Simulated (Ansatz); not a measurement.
# Br2H4HfN2: small, medium and large basis sets

One table from this session's results is given with a row withheld; the runs are named, their logs left out.

Computed with Ansatz 0.2.0, Gaussian basis. Level: one geometry, several basis sets.

The runs, in order: PBE0-D4/def2-SVP; ωB97M-V/def2-SVP; PBE0-D4/def2-QZVPP; ωB97M-V/def2-QZVPP; the functionals' def2-TZVPP values are taken from earlier runs.

### The geometry

All runs share one geometry, relaxed beforehand with PBE0-D4 in a triple-zeta def2 set. Hf takes the def2 core potential; no spin-orbit term is included.

9 atoms, charge 0, spin multiplicity 1.

Atoms are counted from 1 here; the program's logs count them from 0.

Bond lengths: N1–Hf2 2.004 Å, N1–H6 1.011 Å, N1–H7 1.011 Å, Hf2–N3 2.008 Å, Hf2–Br4 2.518 Å, Hf2–Br5 2.518 Å, N3–H8 1.009 Å, N3–H9 1.012 Å. Angles: Hf2–N1–H6 125.3°, Hf2–N1–H7 125.3°, H6–N1–H7 109.1°, N1–Hf2–N3 104.9°, N1–Hf2–Br4 109.9°, N1–Hf2–Br5 109.9°, N3–Hf2–Br4 109.0°, N3–Hf2–Br5 109.0°, Br4–Hf2–Br5 113.7°, Hf2–N3–H8 126.1°, Hf2–N3–H9 124.8°, H8–N3–H9 109.2°.

As a file:

```
N     1.3910    0.9130   -0.2789
Hf   -0.5026    0.2600   -0.3358
N    -0.5273   -1.3569    0.8541
Br   -1.1005   -0.4372   -2.6805
Br   -2.0426    2.0065    0.6229
H     2.1162    0.6603   -0.9370
H     1.7494    1.6136    0.3561
H     0.2608   -1.7358    1.3584
H    -1.3444   -1.9234    1.0406
```

The first run:

in.yaml

```yaml
crystal:
  periodic: [false, false, false]
  atoms:
    - {symbol: N, position_ang: [1.390992, 0.912973, -0.278889]}
    - {symbol: Hf, position_ang: [-0.502550, 0.260036, -0.335801]}
    - {symbol: N, position_ang: [-0.527326, -1.356925, 0.854140]}
    - {symbol: Br, position_ang: [-1.100528, -0.437233, -2.680459]}
    - {symbol: Br, position_ang: [-2.042607, 2.006525, 0.622890]}
    - {symbol: H, position_ang: [2.116168, 0.660260, -0.937011]}
    - {symbol: H, position_ang: [1.749436, 1.613649, 0.356120]}
    - {symbol: H, position_ang: [0.260826, -1.735847, 1.358414]}
    - {symbol: H, position_ang: [-1.344411, -1.923428, 1.040598]}
basis:
  gaussian: {orbitals: def2-SVP}
hamiltonian: {xc: pbe0, dispersion: d4}
output: {orbitals: {seedname: orbitals}}
```

On the command line:

```bash
$ ansatz run in.yaml --threads 8 --pin off --events-out ev --progress --plain --max-ram 18278MiB
```

Among the steps run: PBE0-D4 in def2-SVP; ωB97M-V in def2-SVP; PBE0-D4 in def2-QZVPP; ωB97M-V in def2-QZVPP.

One of the session's tables, all rows but one given; the rest of the session is left out.

It belongs to the step «Density functionals: the series». 

```
functional       basis  HOMO (eV)
   PBE0-D4    def2-SVP      -7.64
   PBE0-D4  def2-TZVPP      -7.72
   PBE0-D4  def2-QZVPP          ?
   ωB97M-V    def2-SVP      -9.88
   ωB97M-V  def2-TZVPP      -9.97
   ωB97M-V  def2-QZVPP     -10.01
```

**Question.** Estimate the row for PBE0-D4, def2-QZVPP.

**Answer.** HOMO (eV): -7.75. In the column «HOMO (eV)» it lies between ωB97M-V, def2-SVP (-9.88) and PBE0-D4, def2-TZVPP (-7.72).
